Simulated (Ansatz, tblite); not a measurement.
# C₁₈H₂₃ClN₂Si: spin states and exact exchange

Aim: set other spin states of C₁₈H₂₃ClN₂Si against its singlet, on many levels of theory.

Computed with Ansatz 0.2.0, Gaussian basis. Level: as each input shows.

The runs, in order: triplet, at the geometry of the singlet (GFN1-xTB, GFN2-xTB, PBE0-D4/def2-TZVP, PBE-D4/def2-TZVP); the singlet's energies come from earlier runs.

## 1. The geometry

The geometry is that of the singlet, from an earlier relaxation (PBE-D4/def2-SVP).

SMILES `C[Si](C)(Cl)CCCCc1ccc(/N=N/c2ccccc2)cc1`, 45 atoms, charge 0, spin multiplicity 1.

Bond lengths: C1–Si2 1.881 Å, C1–H23 1.109 Å, C1–H24 1.110 Å, C1–H25 1.109 Å, Si2–C3 1.882 Å, Si2–Cl4 2.115 Å, Si2–C5 1.890 Å, C3–H26 1.110 Å, C3–H27 1.109 Å, C3–H28 1.109 Å, C5–C6 1.538 Å, C5–H29 1.113 Å, C5–H30 1.114 Å, C6–C7 1.536 Å, C6–H31 1.112 Å, C6–H32 1.111 Å, C7–C8 1.546 Å, C7–H33 1.112 Å and more. Angles: Si2–C1–H23 111.0°, Si2–C1–H24 110.4°, Si2–C1–H25 110.9°, H23–C1–H24 108.2°, H23–C1–H25 108.1°, H24–C1–H25 108.1°, C1–Si2–C3 111.8°, C1–Si2–Cl4 107.5°, C1–Si2–C5 111.4°, C3–Si2–Cl4 107.2°, C3–Si2–C5 112.3°, Cl4–Si2–C5 106.3°, Si2–C3–H26 110.4°, Si2–C3–H27 111.0°, Si2–C3–H28 110.9°, H26–C3–H27 108.2°, H26–C3–H28 108.2°, H27–C3–H28 108.0° and more.

## 2. Triplet at the fixed geometry, GFN1-xTB

Tight binding, by tblite at 300 K electronic temperature and without a spin-polarisation term:

```python
tblite.interface.Calculator('GFN1-xTB', numbers, positions, charge=0, uhf=2).singlepoint()
```

Energy -1711.0177 eV; 0.11 s.

## 3. Triplet at the fixed geometry, GFN2-xTB

Tight binding, by tblite at 300 K electronic temperature and without a spin-polarisation term:

```python
tblite.interface.Calculator('GFN2-xTB', numbers, positions, charge=0, uhf=2).singlepoint()
```

Energy -1695.5442 eV; 0.095 s.

## 4. Triplet at the fixed geometry, PBE0-D4/def2-TZVP

The input, in.yaml:

```yaml
crystal:
  periodic: [false, false, false]
  atoms:
    - {symbol: C, position_ang: [-5.157010, 0.895507, -2.525186]}
    - {symbol: Si, position_ang: [-4.114999, -0.162421, -1.370571]}
    - {symbol: C, position_ang: [-4.755652, -1.929045, -1.274626]}
    - {symbol: Cl, position_ang: [-2.161101, -0.248061, -2.176050]}
    - {symbol: C, position_ang: [-3.950725, 0.635553, 0.335062]}
    - {symbol: C, position_ang: [-3.142347, -0.182183, 1.356148]}
    - {symbol: C, position_ang: [-2.801724, 0.572391, 2.649910]}
    - {symbol: C, position_ang: [-1.819971, 1.754164, 2.474668]}
    - {symbol: C, position_ang: [-0.466372, 1.324854, 1.961376]}
    - {symbol: C, position_ang: [-0.180518, 1.314373, 0.575288]}
    - {symbol: C, position_ang: [1.040931, 0.849373, 0.089019]}
    - {symbol: C, position_ang: [2.026050, 0.385402, 0.991676]}
    - {symbol: N, position_ang: [3.293057, -0.105333, 0.612085]}
    - {symbol: N, position_ang: [3.523534, -0.091404, -0.634206]}
    - {symbol: C, position_ang: [4.791547, -0.588763, -1.012213]}
    - {symbol: C, position_ang: [5.065963, -0.580844, -2.396898]}
    - {symbol: C, position_ang: [6.295442, -1.053315, -2.873729]}
    - {symbol: C, position_ang: [7.257864, -1.535905, -1.970662]}
    - {symbol: C, position_ang: [6.985976, -1.546693, -0.587307]}
    - {symbol: C, position_ang: [5.762425, -1.076867, -0.104558]}
    - {symbol: C, position_ang: [1.755768, 0.396596, 2.376891]}
    - {symbol: C, position_ang: [0.524469, 0.858456, 2.851415]}
    - {symbol: H, position_ang: [-4.746614, 1.922320, -2.603286]}
    - {symbol: H, position_ang: [-6.199651, 0.966852, -2.150060]}
    - {symbol: H, position_ang: [-5.186309, 0.458818, -3.543741]}
    - {symbol: H, position_ang: [-5.774533, -1.948449, -0.833602]}
    - {symbol: H, position_ang: [-4.093863, -2.558107, -0.646013]}
    - {symbol: H, position_ang: [-4.805741, -2.386863, -2.283092]}
    - {symbol: H, position_ang: [-3.487856, 1.633176, 0.165720]}
    - {symbol: H, position_ang: [-4.974024, 0.844947, 0.723080]}
    - {symbol: H, position_ang: [-2.200158, -0.540203, 0.886110]}
    - {symbol: H, position_ang: [-3.711699, -1.099320, 1.619828]}
    - {symbol: H, position_ang: [-2.361172, -0.142863, 3.378123]}
    - {symbol: H, position_ang: [-3.737292, 0.954300, 3.115864]}
    - {symbol: H, position_ang: [-1.702217, 2.260640, 3.455393]}
    - {symbol: H, position_ang: [-2.258088, 2.507344, 1.786030]}
    - {symbol: H, position_ang: [-0.942130, 1.665054, -0.138273]}
    - {symbol: H, position_ang: [1.263829, 0.826877, -0.986801]}
    - {symbol: H, position_ang: [4.287725, -0.194447, -3.072666]}
    - {symbol: H, position_ang: [6.506149, -1.044667, -3.954384]}
    - {symbol: H, position_ang: [8.224829, -1.908825, -2.341933]}
    - {symbol: H, position_ang: [7.744146, -1.927076, 0.116094]}
    - {symbol: H, position_ang: [5.519296, -1.071303, 0.967728]}
    - {symbol: H, position_ang: [2.540242, 0.033469, 3.057585]}
    - {symbol: H, position_ang: [0.322524, 0.862489, 3.934765]}
basis:
  gaussian: {orbitals: def2-TZVP, fitting: {mean_field: def2-universal-jkfit}}
magnetization: {spin_polarized: true, initial_magnetization: 2}
hamiltonian: {xc: pbe0, dispersion: d4}
scf: {omitted_lower_state_checks: [starts]}
output: {orbitals: {seedname: orbitals}}
```

On the command line:

```console
> ansatz run in.yaml --threads 2 --pin off --events-out ev --progress --plain --max-ram 31744MiB --backend cuda --devices 0, --max-vram 18GiB
```

The program printed:

```text
Functional definition: PBE0
  name "PBE0"
  cite "Adamo & Barone, J. Chem. Phys. 110, 6158 (1999) doi:10.1063/1.478522"
  cite "Perdew, Burke & Ernzerhof, Phys. Rev. Lett. 77, 3865 (1996) doi:10.1103/PhysRevLett.77.3865"
  parent pbe
  parameter a = 0.25
  parameter kappa = 0.804
  parameter beta = 0.06672455060314922
  exchange = (1 - a)*pbe_x(kappa = kappa, mu = beta*pi^2/3) + a*exact_x
  correlation = pbe_c(beta = beta)
these checks for a lower state are left out or cut short: starts
2174 factors; integrals over basis functions are off by at most 4.0e-1 eV
mean field evaluation 1: about -42351.9641 eV, gradient 8.8e1 eV
mean field evaluation 2: about -42020.8622 eV, gradient 2.0e2 eV
mean field evaluation 4: about -42390.3928 eV, gradient 2.9e1 eV
mean field evaluation 8: about -42395.6782 eV, gradient 3.1e0 eV
mean field evaluation 16: about -42395.7420 eV, gradient 5.5e-2 eV
mean field evaluation 32: about -42395.7423 eV, gradient 6.4e-5 eV
mean field -42395.74233494 eV, -1558.0147939426 hartree, gradient 1.5e-5 eV, S^2 2.028571; 0 other end points of the search recorded, 0 dependent functions left out
reference -42395.74240576 eV, -1558.0147965454 hartree; 89, 87 occupied and 743, 745 virtual orbitals, 2174 factors
Total energy: -42397.08748327 eV, -1558.0642272321 hartree
Checks for a lower state left out: starts
```

Wall time 10 s (1 × H100 (card shared with other runs) with 2 threads of AMD EPYC 7R13, shared host); peak host memory 1.5 GiB.

HOMO -4.82 eV, LUMO -4.09 eV (over both spins); ⟨S²⟩ 2.029 (pure: 2.00).

## 5. Triplet at the fixed geometry, PBE-D4/def2-TZVP

start.molden holds the orbitals of an earlier run on this state, given as this run's starting guess.

in.yaml, as its differences from that of step 4:

```diff
@@ -49,5 +49,5 @@
 basis:
-  gaussian: {orbitals: def2-TZVP, fitting: {mean_field: def2-universal-jkfit}}
+  gaussian: {orbitals: def2-TZVP, fitting: {mean_field: def2-universal-jkfit}, initial_orbitals: start.molden}
 magnetization: {spin_polarized: true, initial_magnetization: 2}
-hamiltonian: {xc: pbe0, dispersion: d4}
+hamiltonian: {xc: pbe, dispersion: d4}
 scf: {omitted_lower_state_checks: [starts]}
```

Same command.

The program printed:

```text
Functional definition: PBE
  name "PBE"
  cite "Perdew, Burke & Ernzerhof, Phys. Rev. Lett. 77, 3865 (1996) doi:10.1103/PhysRevLett.77.3865"
  parent pbe
  parameter kappa = 0.804
  parameter beta = 0.06672455060314922
  exchange = pbe_x(kappa = kappa, mu = beta*pi^2/3)
  correlation = pbe_c(beta = beta)
these checks for a lower state are left out or cut short: starts
2174 factors; integrals over basis functions are off by at most 4.0e-1 eV
mean field evaluation 1: about -42391.4197 eV, gradient 1.4e1 eV
mean field evaluation 2: about -42391.8604 eV, gradient 5.4e-1 eV
mean field evaluation 4: about -42391.8605 eV, gradient 2.0e-2 eV
mean field evaluation 8: about -42391.8605 eV, gradient 2.8e-5 eV
mean field -42391.86053238 eV, -1557.8721403300 hartree, gradient 7.4e-6 eV, S^2 2.008385; 0 other end points of the search recorded, 0 dependent functions left out
reference -42391.86062970 eV, -1557.8721439063 hartree; 89, 87 occupied and 743, 745 virtual orbitals, 2174 factors
Total energy: -42393.41550179 eV, -1557.9292844019 hartree
Checks for a lower state left out: starts
```

Run time: 12 s. Hardware: 1 × H100 (card shared with other runs) with 2 threads of AMD EPYC 7R13, shared host; peak host memory 1.5 GiB.

From the report: HOMO -3.75 eV, LUMO -5.27 eV (over both spins; with the spin held, an empty level of the minority spin lies below the top filled one); ⟨S²⟩ 2.008 (pure: 2.00).

## 6. Triplet less singlet, vertical

The singlet's energies are those of its earlier runs, whose logs aren't repeated here.

```csv
level,"triplet less singlet, vertical (eV)",time
GFN1-xTB,+1.744,0.19 s
GFN2-xTB,+1.219,0.17 s
PBE-D4/def2-TZVP,+1.760,16 s
PBE0-D4/def2-TZVP,+1.836,14 s
```

Times add the two runs; a level without a time comes out of a correlated run. Tight binding without a spin term can't rank spin states.

## 7. Results

| quantity | value |
| --- | --- |
| triplet less singlet, vertical, functionals in def2-TZVP | +1.760 (PBE-D4) to +1.836 eV (PBE0-D4) |

**Reading.** All functionals put the triplet above the singlet, over a spread of 0.076 eV. The checks for a lower triplet were left out, so another state of that spin may lie lower. These are electronic energies, without zero-point motion, entropy or surroundings.
